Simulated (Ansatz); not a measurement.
CF2O2Si, SMILES O=C1O[Si]1(F)F, harmonic frequencies at the relaxed geometry

Computed with Ansatz 0.2.0 through its Python package.

Run as a notebook:

In [1]:
```python
import ansatz
import numpy as np
```

In [2]:
```python
BASIS = "cc-pVDZ"
XC = "pbe"
```

In [3]:
```python
GEOMETRY = """
O     1.35920   -1.56190    0.97070
C     0.48070   -0.85590    0.39320
O    -0.68560   -0.97330   -0.25660
Si    0.00080    0.68620   -0.13730
F     0.10190    1.15380   -1.66040
F    -1.21480    1.48720    0.64420
"""
```

In [4]:
```python
cf2o2si = ansatz.Crystal.molecule()
for line in GEOMETRY.strip().splitlines():
    symbol, *xyz = line.split()
    cf2o2si = cf2o2si.atom(symbol, [float(v) for v in xyz])
```

In [5]:
```python
setup = cf2o2si.calculation().basis(gaussian=BASIS).functional(XC)
symbols = [site.symbol for site in cf2o2si.cartesian_sites]
start = np.array([site.position_ang for site in cf2o2si.cartesian_sites], dtype=float)
report = setup.relax(force_tolerance=0.003).run(threads=1, pin="off").report
end = np.array(report["positions_ang"])

print("final positions (A) and the move of each atom")
for symbol, xyz, old in zip(symbols, end, start):
    print(f"{symbol:2s} {xyz[0]:10.5f} {xyz[1]:10.5f} {xyz[2]:10.5f}   {np.linalg.norm(xyz - old):7.4f}")
```
```text
final positions (A) and the move of each atom
O     1.33517   -1.69425    0.98466    0.1352
C     0.60904   -0.90873    0.46138    0.1546
O    -0.60663   -1.04608   -0.20694    0.1183
Si   -0.14810    0.65958   -0.19129    0.1606
F     0.06912    1.30031   -1.68278    0.1518
F    -1.21640    1.62527    0.58876    0.1488
```

In [6]:
```python
minimum = ansatz.Crystal.molecule()
for symbol, place in zip(symbols, end):
    minimum = minimum.atom(symbol, place.tolist())
vibrating = (
    minimum.calculation()
    .basis(gaussian=BASIS)
    .functional(XC)
    .phonons(temperatures=(298.15, 498.15, 100))
)
vib = vibrating.run(threads=1, pin="off").report["vibrations"]
sums = vib["harmonic_sums"]
modes = [m["omega_inv_cm"] for m in sums["modes_at_gamma"] if m["rigid_motion"] == "no"]
for number, w in enumerate(modes, start=1):
    print(f"mode {number:2d} {w:9.1f} 1/cm {w / 8065.544 * 1000:8.2f} meV")
print("imaginary modes:", sum(w < 0 for w in modes), " zero-point energy:", round(sums["zero_point_energy_ev"], 4), "eV")
print("T (K)   F_vib (eV)   S_vib (meV/K)   C_vib (meV/K)")
for row in zip(sums["temperatures_k"], sums["vibrational_free_energy_ev"], vib["entropy_ev_per_k"], vib["heat_capacity_ev_per_k"]):
    print(f"{row[0]:6.1f} {row[1]:11.4f} {1000 * row[2]:13.4f} {1000 * row[3]:15.4f}")
```
```text
mode  1     117.1 1/cm    14.51 meV
mode  2     185.8 1/cm    23.03 meV
mode  3     220.1 1/cm    27.29 meV
mode  4     260.6 1/cm    32.31 meV
mode  5     382.3 1/cm    47.40 meV
mode  6     489.3 1/cm    60.67 meV
mode  7     503.5 1/cm    62.42 meV
mode  8     689.9 1/cm    85.54 meV
mode  9     901.7 1/cm   111.79 meV
mode 10     927.6 1/cm   115.01 meV
mode 11    1028.3 1/cm   127.49 meV
mode 12    1912.9 1/cm   237.16 meV
imaginary modes: 0  zero-point energy: 0.4723 eV
T (K)   F_vib (eV)   S_vib (meV/K)   C_vib (meV/K)
 298.1      0.4067        0.5233          0.5875
 398.1      0.3449        0.7093          0.6977
 498.1      0.2655        0.8745          0.7744
```

The frequencies are harmonic and unscaled, in a modest basis. The result belongs to the one conformer reached from this start, and soft torsions count as harmonic oscillators. It ran for 87 s on 1 thread of Arm Neoverse V1, with other jobs on the host, peak memory 0.2 GiB.

(Lines on the test bed's own set-up are left out of the output.)
